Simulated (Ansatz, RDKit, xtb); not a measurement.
# Isomers of C3H10BN3, a sample narrowed down, part 2 of 2

A sample of isomers of C3H10BN3 is drawn. Aim: find which of them has the lowest free energy at 298.15 K, then its properties. The sample is small against all isomers, and the most stable one of this formula need not be in it.

xtb, Ansatz and PySCF; isolated molecules. The steps go on from the part before.

## (10) c344c at MP2/def2-TZVPP

File input.yaml:

```yaml
crystal:
  periodic: [false, false, false]
  atoms:
    - {symbol: C, position_ang: [-0.669443, -0.496941, 1.777659]}
    - {symbol: C, position_ang: [0.110723, -0.192618, -3.015980]}
    - {symbol: C, position_ang: [0.933884, -1.307838, -2.352958]}
    - {symbol: B, position_ang: [-0.210226, -0.103149, -0.690770]}
    - {symbol: "N", position_ang: [-0.707576, 0.299928, 0.577194]}
    - {symbol: "N", position_ang: [-0.215943, 0.684739, -1.899263]}
    - {symbol: N, position_ang: [0.370464, -1.383909, -1.010702]}
    - {symbol: H, position_ang: [-0.605526, -1.563517, 1.510731]}
    - {symbol: H, position_ang: [-1.588753, -0.377460, 2.377625]}
    - {symbol: H, position_ang: [0.188331, -0.268028, 2.442901]}
    - {symbol: H, position_ang: [-1.011618, 1.257165, 0.706716]}
    - {symbol: H, position_ang: [-0.886252, 1.421328, -2.085009]}
    - {symbol: H, position_ang: [-0.797030, -0.628037, -3.486947]}
    - {symbol: H, position_ang: [0.683567, 0.314182, -3.813561]}
    - {symbol: H, position_ang: [2.007575, -1.021947, -2.339140]}
    - {symbol: H, position_ang: [0.853762, -2.257687, -2.911946]}
    - {symbol: H, position_ang: [0.874325, -1.954866, -0.342839]}
basis:
  gaussian:
    orbitals: def2-TZVPP
correlation:
  method: mp2
  frozen_orbitals: {"N": 1, C: 1, B: 1, H: 0}
```

Launch:

```console
ansatz run input.yaml --threads 4 --pin off --max-ram 7830MiB --events-out events.jsonl --progress --plain --runs-dir runs
```

Output:

```text
Warning: RAYON_NUM_THREADS=4 ignored (pool sized by the plan → 4); use --threads N
Functional definition: HF
  name "HF"
  exchange = exact_x
  correlation = 0
2116 factors; integrals over basis functions are off by at most 1.0e-3 eV
mean field evaluation 1: about -8365.9207 eV, gradient 5.1e1 eV
mean field evaluation 2: about -8366.2326 eV, gradient 5.1e1 eV
mean field evaluation 4: about -8372.2960 eV, gradient 5.1e0 eV
mean field evaluation 8: about -8372.3777 eV, gradient 3.0e-1 eV
mean field -8372.37801334 eV, -307.6792169886 hartree, gradient 2.1e-6 eV, S^2 0.000000; 0 other end points of the search recorded, 0 dependent functions left out
7 core orbitals not correlated: weight in the atoms' cores, before any rotation towards them, 1.000 or more for the frozen orbitals, at most 0.000 for the correlated occupied ones
reference -8372.37801334 eV, -307.6792169886 hartree; 20, 20 occupied and 330, 330 virtual orbitals, 2116 factors
second order -33.61130891 eV of doubles, -0.00000000 eV of singles
Total energy: -8405.98932225 eV, -308.9144098083 hartree
```

It took 7.8 s on 4 threads of Arm Neoverse V2, shared host; peak memory 1.3 GiB.

## (11) c523d at CCSD(T)/def2-SVP

File input.yaml:

```yaml
crystal:
  periodic: [false, false, false]
  atoms:
    - symbol: C
      position_ang: [-1.599698, 1.722459, 0.088566]
    - symbol: C
      position_ang: [-1.504736, 0.415478, 0.415287]
    - symbol: C
      position_ang: [-0.096276, -0.159211, -1.449371]
    - symbol: B
      position_ang: [-0.737744, -1.943141, 0.243857]
    - symbol: "N"
      position_ang: [-0.789543, -0.566225, -0.246460]
    - symbol: "N"
      position_ang: [-0.412980, -2.998374, -0.659341]
    - symbol: N
      position_ang: [-1.010039, -2.209182, 1.616849]
    - symbol: H
      position_ang: [-2.222291, 2.379118, 0.698459]
    - symbol: H
      position_ang: [-1.087202, 2.165827, -0.767671]
    - symbol: H
      position_ang: [-2.064823, 0.036864, 1.277432]
    - symbol: H
      position_ang: [0.498109, -0.994909, -1.839553]
    - symbol: H
      position_ang: [-0.798385, 0.186452, -2.231956]
    - symbol: H
      position_ang: [0.595085, 0.677979, -1.240228]
    - symbol: H
      position_ang: [-0.326493, -3.957554, -0.351435]
    - symbol: H
      position_ang: [-0.550545, -2.917333, -1.657848]
    - symbol: H
      position_ang: [-0.908752, -1.504531, 2.334737]
    - symbol: H
      position_ang: [-1.060574, -3.148725, 1.986191]
basis:
  gaussian:
    orbitals: def2-SVP
magnetization:
  spin_polarized: false
correlation:
  method: ccsd_t
  frozen_orbitals: {"N": 1, C: 1, B: 1, H: 0}
```

Launch:

```console
ansatz run input.yaml --threads 4 --pin off --max-ram 7830MiB --events-out events.jsonl --progress --plain --runs-dir runs
```

Output, shortened:

```text
Warning: RAYON_NUM_THREADS=4 ignored (pool sized by the plan → 4); use --threads N
[... 2 set-up lines as earlier in the session ...]
[...]
1531 factors; integrals over basis functions are off by at most 1.2e-3 eV
[...]
mean field -8362.89406143 eV, -307.3306881845 hartree, gradient 1.0e-6 eV, S^2 0.000000; 0 other end points of the search recorded, 0 dependent functions left out
7 core orbitals not correlated: weight in the atoms' cores, before any rotation towards them, 1.000 or more for the frozen orbitals, at most 0.000 for the correlated occupied ones
reference -8362.89406143 eV, -307.3306881845 hartree; 20, 20 occupied and 121, 121 virtual orbitals, 1531 factors
second order -27.28115956 eV of doubles, -0.00000000 eV of singles
cycle   1  -28.22746014 eV  change   -9.5e-1 eV  update   1.1e-1
[...]
cycle   9  -29.07900441 eV  change    4.8e-6 eV  update   2.0e-5
perturbative correction -0.93172285 eV, -0.0342401831 hartree
Total energy: -8392.90478869 eV, -308.4335620691 hartree
```

Wall time 30 s (4 threads of Arm Neoverse V2, shared host); peak memory 1.4 GiB.

## (12) The ranking

Energies in kcal/mol from c523d; G adds the thermal terms to the CCSD(T)/def2-SVP + MP2/def2-TZVPP - MP2/def2-SVP energy. The columns left of the relaxed level are at the tight-binding geometries.

```
label        SMILES     spin  GFN2-xTB  HF/STO-3G  r2SCAN-D4/def2-SVP  r2SCAN-D4/def2-SVP, relaxed  HF/def2-SVP  MP2/def2-SVP  CCSD(T)/def2-SVP + MP2/def2-TZVPP - MP2/def2-SVP     G  share at equilibrium     T1
c523d  C=CN(C)B(N)N  singlet       0.0        0.0                 0.0                          0.0          0.0           0.0                                               0.0   0.0                98.7 %  0.012
c344c     CNB1NCCN1  singlet     -14.8      -42.0                -0.9                         -1.3         -3.6          -2.8                                               0.9   2.5                 1.3 %  0.011
c102b     NC1CNBNC1  singlet      -7.6      -19.1                14.0                         14.4         16.2          12.2                                              15.4  19.2               < 0.1 %  0.011
```

Lowest found: c523d, `C=CN(C)B(N)N`, a singlet. Bond lengths: C1–C2 1.351 Å, C2–N5 1.383 Å, C3–N5 1.447 Å, B4–N5 1.463 Å, B4–N6 1.426 Å, B4–N7 1.425 Å, C1–H8 1.091 Å, C1–H9 1.092 Å, C2–H10 1.096 Å, C3–H11 1.097 Å, C3–H12 1.107 Å, C3–H13 1.106 Å, N6–H14 1.011 Å, N6–H15 1.011 Å, N7–H16 1.011 Å, N7–H17 1.011 Å. Some angles: C1–C2–N5 127.4°, C2–N5–C3 116.5°, C2–N5–B4 121.7°, C3–N5–B4 121.8°, N5–B4–N6 119.5°, N5–B4–N7 119.5°, N6–B4–N7 121.0°, C1–C2–H10 119.3°, N5–C2–H10 113.3°, C2–C1–H8 119.2°.

```xyz
17

C    -1.5997    1.7225    0.0886
C    -1.5047    0.4155    0.4153
C    -0.0963   -0.1592   -1.4494
B    -0.7377   -1.9431    0.2439
N    -0.7895   -0.5662   -0.2465
N    -0.4130   -2.9984   -0.6593
N    -1.0100   -2.2092    1.6168
H    -2.2223    2.3791    0.6985
H    -1.0872    2.1658   -0.7677
H    -2.0648    0.0369    1.2774
H     0.4981   -0.9949   -1.8396
H    -0.7984    0.1865   -2.2320
H     0.5951    0.6780   -1.2402
H    -0.3265   -3.9576   -0.3514
H    -0.5505   -2.9173   -1.6578
H    -0.9088   -1.5045    2.3347
H    -1.0606   -3.1487    1.9862
```

## (13) What came out

This closing draws on all 2 parts.

```
                                 quantity                                                                   value
                   lowest structure found                                                   C=CN(C)B(N)N, singlet
                            next finalist                            CNB1NCCN1, singlet, 2.5 kcal/mol higher in G
share at equilibrium, among the finalists                                                                  98.7 %
                                   funnel  14 starts, 8 minima at GFN2-xTB, 6 screening runs, 3 relaxed, 3 ranked
                     CPU time of all runs                                                                  12 min
```

**Reading.** `C=CN(C)B(N)N` comes out lowest. The margin, 2.5 kcal/mol, is modest. GFN2-xTB, HF/STO-3G, r2SCAN-D4/def2-SVP, r2SCAN-D4/def2-SVP, relaxed, HF/def2-SVP and MP2/def2-SVP favour the singlet CNB1NCCN1. The largest share of the time went into the final energies (62 %). The search is not exhaustive (a finite list of starts, one conformer a finalist), so a lower isomer can't be ruled out. Only 4 drawn patterns were tried, so whole families of isomers are missing, and the result ranks this sample alone.
